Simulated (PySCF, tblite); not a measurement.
# Si20N30H50: NMR shifts, part 2 of 2

tblite 0.8.0 and PySCF 2.14.0. Atoms count from 0.

### Step 3. NMR shifts: GIAO KT3/pcSseg-1

Job settings and geometry (Å):

```
{"job": {"kind": "nmr", "xc": "KT3", "basis": "pcSseg-1", "pop": false}, "charge": 0, "multiplicity": 1}
Si    -0.063901     0.024474     6.363669
Si    -0.534034     2.479185     4.428722
Si     2.351875     2.083219     3.184646
Si     2.330154    -0.716677     4.388189
Si     0.519542    -2.954010     3.319482
Si    -1.947947    -1.647456     4.496460
Si    -2.992097     1.083878     3.303269
Si    -3.181378     0.356897     0.259594
Si    -1.422129     2.879613    -0.227731
Si     1.604019     2.280200     0.148335
Si     3.099647    -0.438562    -0.284184
Si     1.347853    -2.991021     0.302536
Si    -1.696320    -2.400327    -0.167303
Si    -2.322047    -2.059769    -3.228532
Si    -2.297376     0.769249    -4.374602
Si    -0.525365     3.039128    -3.220928
Si     3.007988    -1.024106    -3.369718
Si     0.554642    -2.405290    -4.528496
Si     0.067109     0.131568    -6.372473
Si     1.939667     1.762027    -4.439147
N      1.581154    -0.203176     5.863067
H      2.226994     0.297790     6.451466
N     -0.737921     1.545871     5.876274
H     -1.587815     1.767971     6.368019
N     -1.092880    -1.312964     5.964348
H     -0.910556    -2.132695     6.519122
N      0.676977     1.772929     3.436526
H      0.533995     0.780075     3.350574
N     -2.051456     2.508526     3.582159
H     -2.256604     3.319220     3.027034
N      3.146721     0.613140     3.629107
H      4.106449     0.490119     3.366228
N      2.614799     2.523621     1.540644
H      3.575982     2.695929     1.306533
N      1.142842    -1.342066     3.308904
H      1.252405    -0.997250     2.366651
N     -1.168896    -2.965135     3.678104
H     -1.754812    -3.562345     3.123880
N      0.892483    -3.711351     1.812889
H      0.480316    -4.620269     1.705077
N     -1.950504    -0.279296     3.461210
H     -1.017232    -0.081412     3.142826
N     -3.749951     1.034391     1.755004
H     -4.463159     1.729373     1.626729
N     -2.516496     1.631596    -0.698960
H     -2.687294     1.575245    -1.687583
N     -2.133176    -0.950762     0.654599
H     -1.928779    -0.967897     1.645348
N     -0.037652     2.367122     0.654187
H     -0.166163     2.170639     1.636422
N     -0.942679     3.698856    -1.684304
H     -0.565281     4.612575    -1.512186
N      1.982411     0.806412    -0.668686
H      1.775083     0.820365    -1.660995
N      2.457133    -1.722978     0.688697
H      2.934773    -1.867415     1.561147
N      3.704734    -1.056047    -1.791073
H      4.435713    -1.736409    -1.683249
N     -0.031509    -2.512849    -0.605300
H      0.122336    -2.484828    -1.600352
N     -2.636074    -2.588989    -1.618888
H     -3.607929    -2.756957    -1.430232
N     -3.097476    -0.562728    -3.601324
H     -3.993689    -0.385484    -3.186736
N     -0.624538    -1.838573    -3.418077
H     -0.299442    -1.092254    -2.828480
N     -1.113173     1.422796    -3.319155
H     -0.944591     0.894129    -2.481340
N     -1.584371     0.261352    -5.865998
H     -2.207527    -0.304720    -6.418070
N      1.169794     3.050211    -3.568579
H      1.755688     3.644821    -3.011825
N      1.923967     0.310656    -3.511648
H      0.969794    -0.005347    -3.480639
N      2.091747    -2.448662    -3.718882
H      2.376000    -3.310718    -3.291726
N      0.745053    -1.401392    -5.929622
H      1.594497    -1.607990    -6.429542
N      1.054476     1.479376    -5.903581
H      0.836169     2.322794    -6.407532
H     -0.012425     0.060339     7.838807
H     -0.181872     3.864219     4.755617
H      2.806555     3.188089     4.045196
H      3.397197    -1.671843     4.740893
H      1.203479    -3.721394     4.378494
H     -3.325142    -2.047825     4.798832
H     -4.055241     0.983751     4.318156
H     -4.382189    -0.118019    -0.458292
H     -2.154063     3.905296     0.549649
H      1.938947     3.444172    -0.701091
H      4.278877     0.061190     0.452548
H      2.046804    -4.068497    -0.438201
H     -2.081952    -3.575354     0.649046
H     -2.734581    -3.108581    -4.173061
H     -3.356814     1.742064    -4.692556
H     -1.214925     3.823627    -4.261428
H      4.116143    -0.883460    -4.332343
H      0.208323    -3.770105    -4.933348
H      0.048868     0.156854    -7.848153
H      3.318429     2.172029    -4.723199
```

Method: GIAO KT3/pcSseg-1 NMR shielding, non-relativistic, gas phase.

The log of the run:

```text
start: PBE on a coarse grid of 87803 points
cycle   1  E = -7457.2219613166  dE =  8.551e+00  |g| = 2.785e+00  |ddm| = 1.087e+01
cycle   2  E = -7453.6775871937  dE =  3.544e+00  |g| = 4.801e+00  |ddm| = 7.893e+00
cycle   3  E = -7458.7399941148  dE = -5.062e+00  |g| = 4.456e-01  |ddm| = 6.227e+00
cycle   4  E = -7458.7901577470  dE = -5.016e-02  |g| = 1.809e-01  |ddm| = 1.020e+00
cycle   5  E = -7458.7971149294  dE = -6.957e-03  |g| = 8.102e-02  |ddm| = 3.168e-01
cycle   6  E = -7458.7984612222  dE = -1.346e-03  |g| = 2.238e-02  |ddm| = 9.359e-02
cycle   7  E = -7458.7985663175  dE = -1.051e-04  |g| = 3.886e-03  |ddm| = 2.309e-02
final grid: 719285 points
cycle   8  E = -7534.4013391265  dE = -1.757e-01  |g| = 5.567e-01  |ddm| = 1.240e+00
cycle   9  E = -7534.4013769423  dE = -3.782e-05  |g| = 3.577e-01  |ddm| = 6.302e-01
cycle  10  E = -7534.4131727345  dE = -1.180e-02  |g| = 1.948e-01  |ddm| = 5.411e-01
cycle  11  E = -7534.4217234615  dE = -8.551e-03  |g| = 1.083e-02  |ddm| = 2.185e-01
cycle  12  E = -7534.4217559601  dE = -3.250e-05  |g| = 4.230e-03  |ddm| = 2.036e-02
cycle  13  E = -7534.4217556694  dE =  2.907e-07  |g| = 1.160e-03  |ddm| = 5.823e-03
cycle  14  E = -7534.4217537448  dE =  1.925e-06  |g| = 3.349e-04  |ddm| = 1.457e-03
cycle  15  E = -7534.4217556192  dE = -1.874e-06  |g| = 1.224e-04  |ddm| = 5.675e-04
cycle  16  E = -7534.4217567119  dE = -1.093e-06  |g| = 3.140e-05  |ddm| = 1.550e-04
converged SCF energy = -7534.4217567119

GIAO shielding tensors (ppm)
atom      isotropic    diamagn.    paramagn.     s11        s22        s33       span
  0 Si     406.910     879.042    -472.132    376.259    420.581    423.891     47.632
  1 Si     408.116     894.510    -486.394    387.271    401.246    435.831     48.560
  2 Si     406.023     899.647    -493.624    387.761    409.150    421.158     33.397
  3 Si     406.313     892.794    -486.482    377.572    405.779    435.588     58.016
  4 Si     401.767     898.994    -497.227    381.082    404.656    419.565     38.483
  5 Si     408.089     895.027    -486.939    390.411    403.575    430.281     39.870
  6 Si     407.259     899.237    -491.979    388.797    411.216    421.763     32.967
  7 Si     410.840     907.191    -496.351    377.602    414.008    440.909     63.307
  8 Si     410.546     906.432    -495.885    379.941    422.990    428.708     48.768
  9 Si     411.672     910.960    -499.288    379.883    421.070    434.064     54.181
 10 Si     410.733     906.936    -496.202    377.860    411.707    442.633     64.773
 11 Si     409.157     904.878    -495.720    378.454    422.665    426.353     47.899
 12 Si     411.253     909.419    -498.165    377.519    421.262    434.979     57.461
 13 Si     406.373     900.065    -493.692    391.042    407.005    421.073     30.032
 14 Si     408.404     894.479    -486.074    386.535    407.322    431.356     44.821
 15 Si     404.890     899.711    -494.821    387.462    404.715    422.494     35.031
 16 Si     406.538     898.357    -491.819    386.042    413.139    420.434     34.391
 17 Si     409.604     893.567    -483.963    394.271    404.742    429.800     35.529
 18 Si     406.915     879.300    -472.385    377.955    420.837    421.952     43.997
 19 Si     406.890     894.218    -487.328    384.795    399.749    436.127     51.332
 20 N      194.516     327.541    -133.025    175.625    197.390    210.534     34.909
 21 H       31.119      23.182       7.937     24.653     27.750     40.954     16.301
 22 N      200.722     330.261    -129.539    186.806    202.729    212.630     25.824
 23 H       31.028      24.631       6.397     24.891     27.581     40.613     15.722
 24 N      197.634     330.036    -132.402    183.559    198.753    210.590     27.030
 25 H       30.920      24.274       6.646     24.876     27.139     40.744     15.868
 26 N      190.799     360.481    -169.681    177.927    186.849    207.621     29.693
 27 H       29.359      75.343     -45.984     22.641     27.033     38.403     15.761
 28 N      191.487     347.535    -156.048    161.113    186.806    226.543     65.430
 29 H       30.384      45.513     -15.129     25.253     27.904     37.995     12.742
 30 N      190.945     342.140    -151.195    152.615    192.333    227.887     75.272
 31 H       30.545      41.210     -10.665     25.707     27.053     38.875     13.168
 32 N      202.694     344.485    -141.791    178.558    205.830    223.695     45.137
 33 H       31.344      42.570     -11.226     24.696     28.994     40.340     15.644
 34 N      188.567     360.231    -171.664    174.053    189.652    201.997     27.944
 35 H       28.186      78.093     -49.907     19.618     25.393     39.547     19.929
 36 N      192.248     347.730    -155.482    167.216    188.034    221.494     54.278
 37 H       30.515      46.247     -15.732     25.541     27.899     38.105     12.564
 38 N      213.161     342.736    -129.576    198.713    217.923    222.845     24.133
 39 H       31.507      39.605      -8.099     24.819     28.225     41.477     16.657
 40 N      187.179     360.981    -173.802    174.578    178.401    208.558     33.980
 41 H       29.904      79.391     -49.487     25.112     27.923     36.677     11.565
 42 N      206.592     341.602    -135.010    188.379    199.792    231.606     43.227
 43 H       31.332      38.337      -7.005     24.481     28.337     41.178     16.697
 44 N      176.907     359.744    -182.837    156.563    180.082    194.075     37.512
 45 H       28.879      59.557     -30.678     21.787     25.413     39.436     17.649
 46 N      181.793     365.756    -183.964    163.885    185.692    195.801     31.917
 47 H       26.115      70.108     -43.993     13.353     21.852     43.139     29.786
 48 N      179.832     366.051    -186.219    158.015    183.178    198.304     40.289
 49 H       26.182      70.396     -44.214     14.072     22.912     41.562     27.490
 50 N      213.702     343.033    -129.331    199.709    213.857    227.539     27.830
 51 H       31.495      40.283      -8.789     24.626     28.341     41.517     16.891
 52 N      184.799     366.107    -181.309    166.744    188.107    199.544     32.800
 53 H       25.720      70.759     -45.039     12.627     21.166     43.367     30.740
 54 N      178.272     354.630    -176.357    160.161    179.174    195.482     35.322
 55 H       30.180      52.004     -21.823     25.811     27.347     37.383     11.573
 56 N      200.600     341.123    -140.523    178.653    194.971    228.176     49.523
 57 H       31.355      38.282      -6.927     24.506     28.747     40.814     16.308
 58 N      188.489     362.431    -173.942    173.653    182.551    209.263     35.610
 59 H       27.487      66.162     -38.675     16.285     23.833     42.343     26.058
 60 N      209.000     343.678    -134.678    186.480    213.256    227.265     40.784
 61 H       31.316      41.412     -10.096     24.607     28.598     40.742     16.134
 62 N      190.670     345.839    -155.169    155.488    190.803    225.719     70.232
 63 H       30.543      43.966     -13.423     25.917     27.533     38.180     12.263
 64 N      183.445     363.602    -180.158    173.493    175.496    201.345     27.852
 65 H       30.906      82.999     -52.093     26.679     30.370     35.670      8.992
 66 N      184.393     363.196    -178.804    173.278    178.719    201.182     27.904
 67 H       30.179      82.722     -52.543     24.879     28.920     36.738     11.860
 68 N      196.931     329.747    -132.816    181.704    201.079    208.011     26.307
 69 H       31.090      24.463       6.627     24.917     27.630     40.723     15.806
 70 N      189.956     347.005    -157.048    163.361    186.939    219.569     56.208
 71 H       30.422      46.022     -15.600     25.370     27.881     38.017     12.647
 72 N      186.819     358.649    -171.830    171.673    183.122    205.663     33.990
 73 H       30.243      74.823     -44.580     24.452     28.729     37.546     13.094
 74 N      193.927     344.305    -150.378    163.675    189.900    228.207     64.531
 75 H       30.537      43.209     -12.673     25.462     27.485     38.664     13.202
 76 N      195.612     329.660    -134.047    181.499    197.529    207.809     26.310
 77 H       31.072      24.051       7.021     25.051     27.862     40.302     15.250
 78 N      200.161     330.258    -130.097    185.569    201.384    213.530     27.961
 79 H       31.002      24.693       6.309     24.918     27.260     40.827     15.909
 80 H       26.692      17.124       9.568     22.776     22.799     34.502     11.727
 81 H       26.654      32.030      -5.375     22.812     23.757     33.393     10.581
 82 H       26.395      32.365      -5.969     22.018     24.004     33.164     11.146
 83 H       26.444      32.249      -5.804     22.440     23.989     32.903     10.463
 84 H       26.290      32.374      -6.084     22.623     23.882     32.365      9.742
 85 H       26.683      32.390      -5.707     22.674     23.983     33.392     10.718
 86 H       26.405      31.928      -5.523     22.160     24.010     33.046     10.886
 87 H       26.473      44.354     -17.881     22.371     25.553     31.495      9.124
 88 H       26.186      43.019     -16.832     21.795     25.115     31.650      9.855
 89 H       26.086      49.089     -23.003     21.463     25.951     30.845      9.382
 90 H       26.489      45.249     -18.759     22.330     25.923     31.215      8.885
 91 H       26.131      41.354     -15.223     21.888     24.670     31.835      9.948
 92 H       26.129      46.437     -20.308     21.813     25.559     31.016      9.203
 93 H       26.472      32.568      -6.096     22.389     23.921     33.106     10.718
 94 H       26.468      32.724      -6.256     22.397     24.191     32.816     10.419
 95 H       26.379      32.904      -6.525     22.560     24.069     32.510      9.950
 96 H       26.361      31.329      -4.968     21.972     24.002     33.109     11.137
 97 H       26.615      31.455      -4.840     22.472     23.997     33.376     10.904
 98 H       26.652      17.197       9.455     22.596     22.881     34.478     11.882
 99 H       26.682      32.042      -5.360     22.906     23.751     33.388     10.482
```

It took 3.1 min on 8 threads of Arm Neoverse N1, shared host; peak memory 4.8 GiB.

The references, computed at this level on geometries of the same kind, shield at (ppm): 1H TMS 31.76, 29Si TMS 361.7, 15N NH3 264.4. Their shielding less the atom's gives the shift. The references are single molecules in the gas phase, so shifts against H2O, NH3, PH3, H3PO4 or CFCl3 are not on the usual liquid scales and can be off by tens of ppm.

```tsv
atoms	environment	σ (ppm)	δ (ppm)
H53	hydrogen on a nitrogen bonded to 2 Si	25.72	6.04
H89	hydrogen on a silicon bonded to 3 N	26.09	5.67
H47	hydrogen on a nitrogen bonded to 2 Si	26.11	5.65
H92	hydrogen on a silicon bonded to 3 N	26.13	5.63
H91	hydrogen on a silicon bonded to 3 N	26.13	5.63
H49	hydrogen on a nitrogen bonded to 2 Si	26.18	5.58
H88	hydrogen on a silicon bonded to 3 N	26.19	5.57
H84	hydrogen on a silicon bonded to 3 N	26.29	5.47
H96	hydrogen on a silicon bonded to 3 N	26.36	5.40
H95	hydrogen on a silicon bonded to 3 N	26.38	5.38
H82	hydrogen on a silicon bonded to 3 N	26.40	5.36
H86	hydrogen on a silicon bonded to 3 N	26.41	5.35
H83	hydrogen on a silicon bonded to 3 N	26.44	5.32
H94	hydrogen on a silicon bonded to 3 N	26.47	5.29
H93	hydrogen on a silicon bonded to 3 N	26.47	5.29
H87	hydrogen on a silicon bonded to 3 N	26.47	5.29
H90	hydrogen on a silicon bonded to 3 N	26.49	5.27
H97	hydrogen on a silicon bonded to 3 N	26.61	5.15
H98	hydrogen on a silicon bonded to 3 N	26.65	5.11
H81	hydrogen on a silicon bonded to 3 N	26.65	5.11
H99	hydrogen on a silicon bonded to 3 N	26.68	5.08
H85	hydrogen on a silicon bonded to 3 N	26.68	5.08
H80	hydrogen on a silicon bonded to 3 N	26.69	5.07
H59	hydrogen on a nitrogen bonded to 2 Si	27.49	4.27
H35	hydrogen on a nitrogen bonded to 2 Si	28.19	3.57
H45	hydrogen on a nitrogen bonded to 2 Si	28.88	2.88
H27	hydrogen on a nitrogen bonded to 2 Si	29.36	2.40
H41	hydrogen on a nitrogen bonded to 2 Si	29.90	1.86
H67	hydrogen on a nitrogen bonded to 2 Si	30.18	1.58
H55	hydrogen on a nitrogen bonded to 2 Si	30.18	1.58
H73	hydrogen on a nitrogen bonded to 2 Si	30.24	1.52
H29	hydrogen on a nitrogen bonded to 2 Si	30.38	1.38
H71	hydrogen on a nitrogen bonded to 2 Si	30.42	1.34
H37	hydrogen on a nitrogen bonded to 2 Si	30.51	1.25
H75	hydrogen on a nitrogen bonded to 2 Si	30.54	1.22
H63	hydrogen on a nitrogen bonded to 2 Si	30.54	1.22
H31	hydrogen on a nitrogen bonded to 2 Si	30.55	1.21
H65	hydrogen on a nitrogen bonded to 2 Si	30.91	0.85
H25	hydrogen on a nitrogen bonded to 2 Si	30.92	0.84
H79	hydrogen on a nitrogen bonded to 2 Si	31.00	0.76
```

Ring of atoms Si0, Si1, Si2, Si3, N20, N22, N26, N30: NICS(0) -2.4, NICS(1) -1.4, NICS(1)zz 2.1 ppm (means of both faces).

Ring of atoms Si0, Si1, Si5, Si6, N22, N24, N28, N40: NICS(0) -2.3, NICS(1) -1.3, NICS(1)zz 1.5 ppm (means of both faces).

Ring of atoms Si0, Si3, Si4, Si5, N20, N24, N34, N36: NICS(0) -1.5, NICS(1) -0.8, NICS(1)zz 2.1 ppm (means of both faces).

### Step 4. Results

What follows sums up all 2 parts.

| quantity | value |
| --- | --- |
| 1H shifts against TMS (KT3/pcSseg-1) | 6.04, 5.67, 5.65, 5.63, 5.63, 5.58, 5.57, 5.47, 5.40, 5.38, 5.36, 5.35, 5.32, 5.29 ppm and more |
| 29Si shifts against TMS (KT3/pcSseg-1) | -40.1, -43.2, -44.4, -44.6, -44.7, -44.9, -45.2, -45.2, -45.2, -45.6, -46.4, -46.4, -46.7, -47.5 ppm and more |
| 15N shifts against NH3 (KT3/pcSseg-1) | 87.5, 86.1, 84.6, 82.6, 80.9, 80.0, 79.6, 77.6, 77.2, 75.9, 75.8, 74.4, 73.7, 73.6 ppm and more |

In words: At KT3/pcSseg-1: The largest span, 75 ppm, is at N30, where the paramagnetic term is -151 ppm.
